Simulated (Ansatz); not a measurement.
# GaGe2: the cost of one run

Program: Ansatz 0.2.0, Gaussian basis. Level of theory: UKS PBE0/def2-TZVP. These are calculated values, not measurements.

### 1 Where the work starts

3 atoms, charge 0, spin multiplicity 2.

Atoms are counted from 1 here; the program's logs count them from 0.

Bond lengths: Ga1–Ge2 2.436 Å, Ge2–Ge3 2.299 Å. Angles: Ga1–Ge2–Ge3 79.3°.

The start was built by rule and, where that kept it together, relaxed with GFN2-xTB. Sticks and bond lists go by distance. No spin-orbit coupling is included. 

### 2 Relaxation

in.yaml reads:

```yaml
crystal:
  periodic: [false, false, false]
  atoms:
    - {symbol: Ga, position_ang: [-1.552010, -0.654144, -0.005838]}
    - {symbol: Ge, position_ang: [0.020223, 1.206285, 0.010074]}
    - {symbol: Ge, position_ang: [1.469464, -0.578409, -0.004470]}
basis:
  gaussian: {orbitals: def2-TZVP}
magnetization: {spin_polarized: true, initial_magnetization: 1}
hamiltonian: {xc: pbe0}
relax: {f_tol: 0.004, max_steps: 80}
```

Started as:

```console
ansatz run in.yaml --threads 1 --pin off --events-out ev --progress --plain --max-ram 2176MiB
```

Q: Estimate wall time and peak memory on 1 thread of AMD EPYC 9R45, shared host.

About 77 s, with a peak of 0.52 GiB.
